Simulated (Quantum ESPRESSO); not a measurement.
The system is Mo.

```
Mo
1.0
    -1.56000    1.56000    1.56000
     1.56000   -1.56000    1.56000
     1.56000    1.56000   -1.56000
Mo
1
Direct
  0.00000 0.00000 0.00000
```

The cell was built by a generator and needn't be a form met in nature.

Base run:

```yaml
Program: Quantum ESPRESSO 7.5
Functional: PBEsol
Potentials_or_basis: GBRV 1.5 PBEsol
Cutoff: 612 eV
Density_cutoff: 4898 eV
k_mesh: 18 × 18 × 18
Occupations: methfessel-paxton, width 0.1 eV
Spin: no spin polarisation
```

Its results: band gap on the k mesh none (metal or under the smearing width); pressure 1.6 GPa.

Problem. The run is repeated on the same cell with these changes: functional from PBEsol to LDA; potentials or basis from GBRV 1.5 PBEsol to GBRV 1.5 LDA. What comes out?

Solution. Band gap on the k mesh none (metal or under the smearing width); pressure -3.0 GPa.

Not every run made on this cell is shown here.
